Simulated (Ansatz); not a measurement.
# FGeH5O2Si: up Jacob's ladder to CCSD(T)

An exercise on one series of results from a longer session: the logs are not shown, and one member is left open.

Computed with Ansatz 0.2.0, Gaussian basis. Level: functionals in def2-TZVPP, the program's frozen cores in correlated methods.

Levels to be run: PBE-D4, r2SCAN-D4, PBE0-D4, B3LYP-D4, ωB97X-V, ωB97M-V, B2PLYP; CCSD(T)/def2-TZVPP; MP2/def2-QZVPP; extrapolation to the limit.

## The geometry

All runs share one geometry, relaxed beforehand with PBE0-D4 in a triple-zeta def2 set.

SMILES `[OH][GeH2][SiH](O)F`, 10 atoms, charge 0, spin multiplicity 1.

Atoms are counted from 1 here; the program's logs count them from 0.

Bond lengths: O1–Ge2 1.791 Å, O1–H6 0.959 Å, Ge2–Si3 2.381 Å, Ge2–H7 1.543 Å, Ge2–H8 1.545 Å, Si3–O4 1.633 Å, Si3–F5 1.602 Å, Si3–H9 1.485 Å, O4–H10 0.959 Å. Angles: Ge2–O1–H6 112.7°, O1–Ge2–Si3 103.2°, O1–Ge2–H7 109.7°, O1–Ge2–H8 109.1°, Si3–Ge2–H7 113.4°, Si3–Ge2–H8 112.8°, H7–Ge2–H8 108.4°, Ge2–Si3–O4 107.0°, Ge2–Si3–F5 108.1°, Ge2–Si3–H9 114.5°, O4–Si3–F5 110.3°, O4–Si3–H9 111.1°, F5–Si3–H9 105.8°, Si3–O4–H10 119.0°.

Set-up of the first run:

in.yaml

```yaml
crystal:
  periodic: [false, false, false]
  atoms:
    - {symbol: O, position_ang: [-0.639222, -2.017932, 0.531169]}
    - {symbol: Ge, position_ang: [0.757422, -0.912926, 0.341265]}
    - {symbol: Si, position_ang: [-0.269552, 1.204535, -0.022037]}
    - {symbol: O, position_ang: [-0.754893, 1.239369, -1.580574]}
    - {symbol: F, position_ang: [0.826732, 2.342398, 0.244035]}
    - {symbol: H, position_ang: [-0.373792, -2.931040, 0.658735]}
    - {symbol: H, position_ang: [1.632987, -1.379861, -0.840872]}
    - {symbol: H, position_ang: [1.612418, -0.951512, 1.627359]}
    - {symbol: H, position_ang: [-1.397449, 1.508152, 0.894961]}
    - {symbol: H, position_ang: [-1.394671, 1.898817, -1.854033]}
basis:
  gaussian: {orbitals: def2-TZVPP}
hamiltonian: {xc: pbe, dispersion: d4}
output: {forces: true, orbitals: {seedname: orbitals}}
```

On the command line:

```console
ansatz run in.yaml --threads 2 --pin off --events-out ev --progress --plain --max-ram 32768MiB --backend cpu
```

Among the steps run: PBE-D4 (GGA); r2SCAN-D4 (meta-GGA); PBE0-D4 (hybrid); B3LYP-D4 (hybrid); ωB97X-V (range-separated); ωB97M-V (range-separated); B2PLYP (double hybrid); CCSD(T) in def2-TZVPP; MP2 in def2-QZVPP.

One table of the session follows, with a row left open; its other results are not shown here.

| method | atomisation energy (kcal/mol) |
| --- | --- |
| PBE-D4 | 833.4 |
| r2SCAN-D4 | 829.9 |
| PBE0-D4 | 815.2 |
| B3LYP-D4 | 822.4 |
| ωB97X-V | 833.3 |
| ωB97M-V | 827.9 |
| B2PLYP | 818.4 |
| HF/def2-TZVPP | 586.4 |
| MP2/def2-TZVPP | 829.9 |
| CCSD/def2-TZVPP | 799.6 |
| CCSD(T)/def2-TZVPP | 812.0 |
| MP2/CBS | ? |
| CCSD(T)/CBS | 836.5 |

**Question.** Estimate the row for MP2/CBS.

As computed: atomisation energy (kcal/mol): 854.3. In the column «atomisation energy (kcal/mol)» it is the highest.
